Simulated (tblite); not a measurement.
# C2H9F2SSi2: the cost of one run

Programs: PySCF 2.14.0 with density-fitted response routines of our own, and tblite 0.8.0. All values are computed, except where a source is named. Atoms count from 0 throughout.

### Step 1. The starting structure

16 atoms, charge 1, multiplicity 1; geometry from: force field or distance geometry start.

Bonds of the start (Å): C0–H7 1.10, C0–H8 1.09, C0–H9 1.09, C0–S1 1.80, C4–F5 1.36, C4–F6 1.36, C4–H15 1.09, S1–Si2 2.10, S1–Si3 2.14, Si2–H10 1.48, Si2–H11 1.49, Si2–H12 1.48, Si3–C4 1.82, Si3–H13 1.49, Si3–H14 1.49.

### Step 2. GFN2-xTB relaxation, start minimum

The job: settings as JSON, then the geometry in Å.

```
{"job": {"xc": "GFN2-xTB", "basis": "xTB", "kind": "relax"}, "charge": 1, "multiplicity": 1}
C     -0.203900     1.658700     1.062000
S     -0.687000    -0.060100     1.302200
Si    -2.088200    -0.368500    -0.227900
Si     0.958300    -1.119400     0.429700
C      1.574600    -0.452300    -1.150600
F      1.950800     0.848100    -1.017400
F      2.690500    -1.122300    -1.558700
H     -1.019200     2.305700     1.423700
H      0.685400     1.876900     1.656600
H     -0.021300     1.889700     0.016900
H     -1.464500     0.022900    -1.514700
H     -3.279600     0.490300     0.028500
H     -2.475700    -1.795400    -0.267700
H      0.508000    -2.536100     0.283400
H      2.016400    -1.127900     1.483300
H      0.847700    -0.501500    -1.960500
```

Launch:

```bash
OMP_NUM_THREADS=1 python ens_run.py task.json out
```

The driver reads the study from task.json and runs its stages one after another.

Q: Estimate the wall time of this first job on 1 thread of AMD EPYC 7R43, shared host.

About 3.2 s.
